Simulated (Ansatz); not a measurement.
# K2S with a defect (Br on an S site): a single-point run

The task is a single point on K2S with a defect (Br on an S site) that gives the gradients at the nuclei.

Method: DFT, PBE, plane-wave PAW, default files, scalar-relativistic, in Ansatz 0.2.0.

## (1) The structure to begin with

Symmetry: Fm-3m, No. 225, cubic system. Conventional cell: a = 14.828 Å, b = 14.828 Å, c = 14.828 Å, α = 90.00°, β = 90.00°, γ = 90.00°. Around K (site symmetry 3m) lie 4 S at 3.21 Å. Around K (site symmetry 3m) lie 1 Br at 3.21 Å and 3 S at 3.21 Å. Around Br (site symmetry m-3m) lie 8 K at 3.21 Å. S (site symmetry mmm) has 8 K at 3.21 Å as nearest neighbours. S (site symmetry m-3m) is surrounded by 8 K at 3.21 Å.

The input asks for a charge of +1 e on the cell.

Coordinates:

```
K Br S
1.0
     0.00000    7.41388    7.41388
     7.41388    0.00000    7.41388
     7.41388    7.41388    0.00000
K Br S
16 1 7
Direct
  0.37500 0.37500 0.37500
  0.37500 0.37500 0.87500
  0.37500 0.87500 0.37500
  0.37500 0.87500 0.87500
  0.87500 0.37500 0.37500
  0.87500 0.37500 0.87500
  0.87500 0.87500 0.37500
  0.87500 0.87500 0.87500
  0.12500 0.12500 0.12500
  0.12500 0.12500 0.62500
  0.12500 0.62500 0.12500
  0.12500 0.62500 0.62500
  0.62500 0.12500 0.12500
  0.62500 0.12500 0.62500
  0.62500 0.62500 0.12500
  0.62500 0.62500 0.62500
  0.00000 0.00000 0.00000
  0.00000 0.00000 0.50000
  0.00000 0.50000 0.00000
  0.00000 0.50000 0.50000
  0.50000 0.00000 0.00000
  0.50000 0.00000 0.50000
  0.50000 0.50000 0.00000
  0.50000 0.50000 0.50000
```

## (2) The run

Contents of input.yaml:

```yaml
crystal:
  lattice:
    - [0.0, 7.4138789226, 7.4138789226]
    - [7.4138789226, 0.0, 7.4138789226]
    - [7.4138789226, 7.4138789226, 0.0]
  atoms:
    - { symbol: K, position: [0.375, 0.375, 0.375] }
    - { symbol: K, position: [0.375, 0.375, 0.875] }
    - { symbol: K, position: [0.375, 0.875, 0.375] }
    - { symbol: K, position: [0.375, 0.875, 0.875] }
    - { symbol: K, position: [0.875, 0.375, 0.375] }
    - { symbol: K, position: [0.875, 0.375, 0.875] }
    - { symbol: K, position: [0.875, 0.875, 0.375] }
    - { symbol: K, position: [0.875, 0.875, 0.875] }
    - { symbol: K, position: [0.125, 0.125, 0.125] }
    - { symbol: K, position: [0.125, 0.125, 0.625] }
    - { symbol: K, position: [0.125, 0.625, 0.125] }
    - { symbol: K, position: [0.125, 0.625, 0.625] }
    - { symbol: K, position: [0.625, 0.125, 0.125] }
    - { symbol: K, position: [0.625, 0.125, 0.625] }
    - { symbol: K, position: [0.625, 0.625, 0.125] }
    - { symbol: K, position: [0.625, 0.625, 0.625] }
    - { symbol: Br, position: [0.0, 0.0, 0.0] }
    - { symbol: S, position: [0.0, 0.0, 0.5] }
    - { symbol: S, position: [0.0, 0.5, 0.0] }
    - { symbol: S, position: [0.0, 0.5, 0.5] }
    - { symbol: S, position: [0.5, 0.0, 0.0] }
    - { symbol: S, position: [0.5, 0.0, 0.5] }
    - { symbol: S, position: [0.5, 0.5, 0.0] }
    - { symbol: S, position: [0.5, 0.5, 0.5] }
total_charge: 1
kpoints:
  mp_grid: { grid: [2, 2, 2] }
scf:
  occupations: { method: fermi_dirac, width: 0.01 }
  max_iter: 80
hamiltonian:
  xc: pbe
  pseudopotentials: { kind: paw }
output:
  forces: true
  stress: true
  populations: true
  efg:
    quadrupole_moments_barn: { K: 0.0603, Br: 0.2579, S: -0.0694 }
    contact_densities: true
basis:
  ecutwfc: "120 eV"
```

Launch:

```
$ ansatz run input.yaml --threads 1 --pin off --max-ram 3072MiB --backend cpu --events-out ev --progress --plain --runs-dir out
```

**Question.** How will this run end, and is anything wrong with its input?

This run ends as converged, with warnings (cutoff below recommended). Its log warns: «basis.ecutwfc = 120 eV is below the records' recommended 420 eV ...»

Look at the input: basis.ecutwfc is 120 eV. The basis cutoff is far too low: the plane waves can't represent the orbitals near the cores. The potentials' recommended cutoff is 420 eV.

Run again and compare: delete basis.ecutwfc (the default then holds).
